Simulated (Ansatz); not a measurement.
# C₂H₄BCl: small, medium and large basis sets

An exercise on one series of results from a longer session: the logs are not shown, and one member is left open.

Method: one geometry, several basis sets; program: Ansatz 0.2.0, Gaussian basis.

Plan: PBE0-D4/def2-SVP; ωB97M-V/def2-SVP; PBE0-D4/def2-QZVPP; ωB97M-V/def2-QZVPP; the functionals' def2-TZVPP values are taken from earlier runs.

## The geometry

An earlier PBE0-D4 in a triple-zeta def2 set relaxation fixed the geometry.

SMILES `ClB1CC1`, 8 atoms, charge 0, spin multiplicity 1.

Atoms are counted from 1 here; the program's logs count them from 0.

Bond lengths: Cl1–B2 1.717 Å, B2–C3 1.513 Å, B2–C4 1.513 Å, C3–C4 1.562 Å, C3–H5 1.086 Å, C3–H6 1.086 Å, C4–H7 1.086 Å, C4–H8 1.086 Å. Angles: Cl1–B2–C3 148.9°, Cl1–B2–C4 148.9°, C3–B2–C4 62.1°, B2–C3–C4 58.9°, B2–C3–H5 120.4°, B2–C3–H6 120.4°, C4–C3–H5 117.0°, C4–C3–H6 117.0°, H5–C3–H6 112.7°, B2–C4–C3 58.9°, B2–C4–H7 120.4°, B2–C4–H8 120.4°, C3–C4–H7 117.0°, C3–C4–H8 117.0°, H7–C4–H8 112.7°.

Set-up of the first run:

The input, in.yaml:

```yaml
crystal:
  periodic: [false, false, false]
  atoms:
    - {symbol: Cl, position_ang: [-2.492963, 0.742748, -0.419685]}
    - {symbol: B, position_ang: [-0.868601, 0.256381, -0.151999]}
    - {symbol: C, position_ang: [0.564674, 0.635234, 0.151611]}
    - {symbol: C, position_ang: [0.151335, -0.856990, -0.051372]}
    - {symbol: H, position_ang: [1.189731, 1.082855, -0.616086]}
    - {symbol: H, position_ang: [0.853673, 0.935026, 1.155114]}
    - {symbol: H, position_ang: [0.515255, -1.352287, -0.947284]}
    - {symbol: H, position_ang: [0.179096, -1.500065, 0.823901]}
basis:
  gaussian: {orbitals: def2-SVP}
hamiltonian: {xc: pbe0, dispersion: d4}
output: {orbitals: {seedname: orbitals}}
```

Steps of the session up to this table: PBE0-D4 in def2-SVP; ωB97M-V in def2-SVP; PBE0-D4 in def2-QZVPP; ωB97M-V in def2-QZVPP.

One of the session's tables, all rows but one given; the rest of the session is left out.

It belongs to the step «Density functionals: the series». 

```
functional       basis  HOMO (eV)
   PBE0-D4    def2-SVP      -7.17
   PBE0-D4  def2-TZVPP          ?
   PBE0-D4  def2-QZVPP      -7.29
   ωB97M-V    def2-SVP      -9.40
   ωB97M-V  def2-TZVPP      -9.52
   ωB97M-V  def2-QZVPP      -9.54
```

**Question.** Estimate the row for PBE0-D4, def2-TZVPP.

**Answer.** HOMO (eV): -7.27. In the column «HOMO (eV)» it lies between PBE0-D4, def2-QZVPP (-7.29) and PBE0-D4, def2-SVP (-7.17).
